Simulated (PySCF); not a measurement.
# singlet SiH2O2F−: levels of theory compared

We compute a comparison of 6 runs (HF/STO-3G, HF/3-21G, B3LYP/6-31G*, B2PLYP/aug-cc-pVDZ, wB97M-V/aug-cc-pVDZ, SCS-MP2/aug-cc-pVDZ) of singlet SiH2O2F−. The job is set up through a Python script.

The results are computed with PySCF 2.14.0.

1 further run of the same task is left out (set aside as unsound or not needed).

## (1) The system as given

The species is SiH2O2F− (6 atoms), meant as a singlet with charge -1. SMILES of the parent species: `O[Si](O)F`. The shape is that of a PBE0-D4/def2-TZVP optimisation. This is one conformer, not always the lowest. That shape belongs to the parent species and isn't relaxed for this state.

Bond lengths: O1–Si2 1.630 Å, Si2–O3 1.639 Å, Si2–F4 1.594 Å, O1–H5 0.959 Å, O3–H6 0.959 Å. Angles: O1–Si2–O3 107.8°, O1–Si2–F4 105.4°, O3–Si2–F4 111.3°, Si2–O1–H5 117.1°, Si2–O3–H6 117.8°.

## (2) The energy at HF/STO-3G (run 1)

The input, run.py:

```python
from pyscf import gto, scf

mol = gto.M(
    atom='''
O       -0.887300       1.032000      -0.626300
Si       0.382900       0.026200      -0.446500
O        0.346300      -0.560700       1.083400
F        0.159400      -1.133900      -1.516300
H       -1.051600       1.658800       0.081100
H        1.092300      -1.086600       1.378500
''',
    spin=0,
    verbose=3,
    charge=-1,
    basis='sto-3g',
    max_memory=1860,
)

hf = scf.RHF(mol)
hf.conv_tol = 1e-10
hf.kernel()
if not hf.converged:
    hf = hf.newton().run(hf.mo_coeff, hf.mo_occ)

e_tot = hf.e_tot
print(f'total energy: {e_tot:.8f} hartree')
```

Started as:

```console
$ OMP_NUM_THREADS=1 python run.py
```

The program printed:

```text
converged SCF energy = -532.27268998259
total energy: -532.27268998 hartree
```

It took 0.94 s on 1 thread of Intel Xeon at 2.70GHz, shared host; peak memory 0.1 GiB.

## (3) The energy at HF/3-21G (run 2)

The input, input.py:

```python
from pyscf import gto

mol = gto.M(
    atom='''
O       -0.887300       1.032000      -0.626300
Si       0.382900       0.026200      -0.446500
O        0.346300      -0.560700       1.083400
F        0.159400      -1.133900      -1.516300
H       -1.051600       1.658800       0.081100
H        1.092300      -1.086600       1.378500
''',
    max_memory=1860,
    charge=-1,
    basis='3-21g',
    verbose=3,
)

hf = mol.RHF()
hf.conv_tol = 1e-10
hf.kernel()
if not hf.converged:
    hf = hf.newton().run(hf.mo_coeff, hf.mo_occ)

etot = hf.e_tot
print('Final energy', etot)
```

Started as:

```console
$ OMP_NUM_THREADS=1 python input.py
```

The program printed:

```text
converged SCF energy = -536.435732998891
Final energy -536.4357329988906
```

Wall time 1 s (1 thread of Intel Xeon at 2.70GHz, shared host); peak memory 0.12 GiB.

Runs 3 to 5 aren't shown in full; the table further down has their settings and results.

## (4) A single-point energy at SCS-MP2/aug-cc-pVDZ (run 6)

The input, run.py:

```python
from pyscf import gto, mp

mol = gto.Mole()
mol.atom = '''
O     -0.887300     1.032000    -0.626300
Si     0.382900     0.026200    -0.446500
O      0.346300    -0.560700     1.083400
F      0.159400    -1.133900    -1.516300
H     -1.051600     1.658800     0.081100
H      1.092300    -1.086600     1.378500
'''
mol.verbose = 3
mol.charge = -1
mol.max_memory = 1860
mol.basis = 'aug-cc-pvdz'
mol.build()

mf = mol.RHF()
mf.conv_tol = 1e-10
mf.kernel()
if not mf.converged:
    mf = mf.newton().run(mf.mo_coeff, mf.mo_occ)

pt = mp.MP2(mf, frozen=8).run()
e_tot = mf.e_tot + 1.2 * pt.e_corr_os + pt.e_corr_ss / 3
print('E = %.10f Eh' % e_tot)
```

Started as:

```console
$ OMP_NUM_THREADS=1 python run.py
```

The program printed:

```text
converged SCF energy = -539.403022188258
E(RMP2) = -540.125165753004  E_corr = -0.722143564746301
E(SCS-RMP2) = -540.100071194284  E_corr = -0.697049006026028
E = -540.1000711943 Eh
```

Wall time 5.1 s (1 thread of Intel Xeon at 2.70GHz, shared host); peak memory 0.35 GiB.

## (5) All runs side by side

| run | level | integration grid | frozen core orbitals | energy (Eh) | HOMO energy (eV) | LUMO energy (eV) | HOMO–LUMO gap (eV) | wall time |
| --- | --- | --- | --- | --- | --- | --- | --- | --- |
| 1 | HF/STO-3G | – | – | -532.272690 | 5.26 | 21.98 | 16.72 | 0.94 s |
| 2 | HF/3-21G | – | – | -536.435733 | 0.06 | 12.12 | 12.05 | 1 s |
| 3 | B3LYP/6-31G* (spherical functions) | 5 | – | -541.062300 | 2.47 | 7.03 | 4.56 | 17 s |
| 4 | B2PLYP/aug-cc-pVDZ | 5 | 8 | -540.847029 | 0.03 | 3.56 | 3.53 | 29 s |
| 5 | wB97M-V/aug-cc-pVDZ | 5 | – | -541.074705 | -1.16 | 3.75 | 4.91 | 2.4 min |
| 6 | SCS-MP2/aug-cc-pVDZ | – | 8 | -540.100071 | -0.99 | 4.20 | 5.20 | 5.1 s |

## (6) Outcome

| quantity | value |
| --- | --- |
| run 6: total energy | -540.10007 Eh |
| run 6: HOMO energy (Hartree–Fock orbitals) | -0.99 eV |
| run 6: LUMO energy (Hartree–Fock orbitals) | 4.20 eV |
| run 6: HOMO–LUMO gap (to an unbound level, set by the basis) | 5.20 eV |
| run 6: correlation energy (8 core orbitals frozen) | -697.0 mEh |

**Reading.** Over runs 1, 2, 3, 4, 5 the HOMO–LUMO gap runs from 3.53 eV (B2PLYP/aug-cc-pVDZ) to 16.72 eV (HF/STO-3G). The two ends differ in method and basis. The empty levels of an anion lie above zero and hang on the basis. A double hybrid's value is that of its SCF part. Totals of different functionals can't be ranked against each other. In runs 1, 2, 3, 4 the HOMO lies above zero, so the outermost electron may be held by the basis alone. In run 1 the basis is minimal, so the values are rough. All runs together took 3.3 min, the longest 2.4 min.
